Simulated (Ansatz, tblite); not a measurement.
KBr: GFN1-xTB, run from Python

These are simulated results from tblite 0.8.0, not measurements. The cell began as a measured structure and was relaxed with r2SCAN in plane waves (Ansatz 0.2.0). All runs are without spin polarisation.

Space group Fm-3m (No. 225), cubic; conventional cell a = 6.605 Å, 36.02 Å³ an atom. K has 6 Br at 3.30 Å; Br has 6 K at 3.30 Å.

tblite solves periodic systems at the zone centre alone, so the script builds a cluster of 2×2×2 conventional cells (64 atoms), which folds in a coarse mesh of k points.

The script, run.py:

```python
import json
from ase import Atoms
from ase.build import make_supercell
from ase.units import Bohr, GPa, Hartree
from tblite.interface import Calculator

atoms = Atoms(['K', 'Br'],
              cell=[[0.0, 3.30243872, 3.30243872], [3.30243872, 0.0, 3.30243872], [3.30243872, 3.30243872, 0.0]],
              scaled_positions=[[0.0, 0.0, 0.0], [0.5, 0.5, 0.5]],
              pbc=True)
cluster = make_supercell(atoms, [[-2, 2, 2], [2, -2, 2], [2, 2, -2]])
calc = Calculator('GFN1-xTB', cluster.numbers, cluster.positions / Bohr, lattice=cluster.cell[:] / Bohr, periodic=cluster.pbc)
calc.set('temperature', 0.02 / Hartree)
calc.set('max-iter', 150)
res = calc.singlepoint()
levels = res.get('orbital-energies') * Hartree
nv = round(res.get('orbital-occupations').sum() / 2)
cells = len(cluster) // len(atoms)
out = {'energy_per_cell': res.get('energy') * Hartree / cells, 'homo': levels[nv - 1], 'lumo': levels[nv],
       'stress': (-res.get('virial') * Hartree / cluster.get_volume() / GPa).tolist(), 'charges': res.get('charges')[:len(atoms)].tolist(), 'electrons': 2 * nv / cells}
json.dump(out, open('results.json', 'w'))
for key, value in out.items():
    print(key, value)
```

Command: `python run.py`. It took 2.9 s on 1 thread of Arm Neoverse V1 (shared host), peak memory 0.12 GiB.

The log:

```
------------------------------------------------------------
  cycle        total energy    energy error   density error
------------------------------------------------------------
      1     -138.3970261608  -1.3814860E+02   5.4490523E-01
      2     -132.5069170820   5.8901091E+00   3.4633155E-01
      3      626.3835644171   7.5889048E+02   1.6149220E+00
      4     -138.8884841220  -7.6527205E+02   4.9167510E-02
      5     -138.1356772727   7.5280685E-01   6.1109402E-02
      6     -138.7194352146  -5.8375794E-01   3.6950428E-02
      7     -138.8752617646  -1.5582655E-01   1.6758773E-02
      8     -138.9038630619  -2.8601297E-02   4.2204599E-03
      9     -138.9056529706  -1.7899086E-03   1.3355233E-03
     10     -138.9058597533  -2.0678272E-04   4.1571194E-04
     11     -138.9058914031  -3.1649777E-05   1.4543116E-05
     12     -138.9058912006   2.0245770E-07   2.9025303E-05
     13     -138.9058914034  -2.0280453E-07   9.9863725E-07
------------------------------------------------------------

 total:                                   2.209 sec
energy_per_cell -118.11943225115718
homo 7.918545750578154
lumo 8.167460108296183
stress [[-0.9759671768691679, -4.972023916458691e-14, 5.292573853784694e-15], [-4.9714862648700447e-14, -0.9759671768691772, -2.0441684684416973e-15], [5.2914959148675006e-15, -2.048234521026333e-15, -0.9759671768692001]]
charges [0.48502147761824776, -0.485525970413608]
electrons 8.0
```

The cycle table is in hartree for the whole cluster, and the lines after it are in eV (the energy for one cell). The printed stress is in GPa and positive in compression, and the pressure is its mean diagonal.

GFN1-xTB gives a gap of 0.25 eV. On the same cell, plane-wave PBE (Ansatz, 6×6×6 k points and the special points) gives a gap of 4.43 eV and r2SCAN a gap of 5.07 eV; on shared hosts these took about 1.5 and 4.2 core-seconds on the 2-atom cell, against 2.9 for the script. Semilocal gaps usually lie below measured ones. xTB was fitted to molecules, so gaps, charges and pressures of solids can be far off, and the gap also depends on the size of the cluster.

The same script was run on cells scaled at fixed shape and fractional coordinates:

```csv
volume (Å³/atom),energy (meV/atom),"pressure (GPa, positive in compression)",gap (eV)
31.69,-10.6,0.40,0.64
33.86,-9.9,-0.44,0.43
36.02,0.0,-0.98,0.25
38.18,15.5,-1.29,0.13
40.34,34.0,-1.44,0.07
```

A Birch-Murnaghan fit puts the minimum at 32.60 Å³/atom, 9.5 % below the given cell, with a bulk modulus of 13.5 GPa at fixed shape.

xTB was fitted mostly to molecules, and a small cluster samples few k points, so gaps, pressures and kinks along a curve can be far from a solid's.

Spin-orbit coupling is left out.
